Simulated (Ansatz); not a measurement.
# ClK: an active-space calculation

With the Python package of Ansatz (0.2.0).

Interactive session:
```pycon
>>> from dataclasses import dataclass
>>> import ansatz as az
>>> @dataclass
... class Options:
...     basis_set: str = 'def2-SVP'
...
>>> opts = Options()
>>> mol = (
...     az.Crystal.molecule()
...     .atom('Cl', (1.1977, -0.45, 0.5981))
...     .atom('K', (-1.1682, 0.3898, -0.5941))
... )
>>> base = mol.calculation()
>>> base = base.basis(gaussian=opts.basis_set)
>>> base = base.correlation(active_electrons=2, active_orbitals=2)
>>> for method in [None, 'sc_nevpt2', 'fic_mrcisd_q']:
...     summary = (base if method is None else base.correlation(method)).run().report
...     space = summary['configurations']
...     state = space['states'][0]
...     print(method or 'casscf', f'total {summary["free_energy_ev"] / 27.211386246:.6f} Ha, active-space state {state["energy"]["hartree"]:.6f} Ha, mean field {summary["reference_energy_ev"] / 27.211386246:.6f} Ha')
...     print('  determinants', state['n_determinants'], ' natural occupations', [round(n, 3) for n in space['natural_occupations']])
...
casscf total -1058.516319 Ha, active-space state -1058.516319 Ha, mean field -1058.509280 Ha
  determinants 4  natural occupations [1.993, 0.007]
sc_nevpt2 total -1058.687720 Ha, active-space state -1058.516306 Ha, mean field -1058.509280 Ha
  determinants 4  natural occupations [1.993, 0.007]
fic_mrcisd_q total -1058.707302 Ha, active-space state -1058.516306 Ha, mean field -1058.509280 Ha
  determinants 4  natural occupations [1.993, 0.007]
>>> print('effectively unpaired electrons, sum of min(n, 2 - n):', round(sum(min(n, 2 - n) for n in space['natural_occupations']), 3))
effectively unpaired electrons, sum of min(n, 2 - n): 0.014
```

Notes:
- Total energies depend on the basis set; only differences at equal settings carry meaning.
- The geometry is a force-field or estimated start, not a minimum of this method, and the basis set is short of its limit. The active space starts as a window about the frontier orbitals and is then optimised, not chosen by chemistry.
- Hardware and time: 5 s on 1 thread of Arm Neoverse V2, on a shared host, peak memory 0.15 GiB.
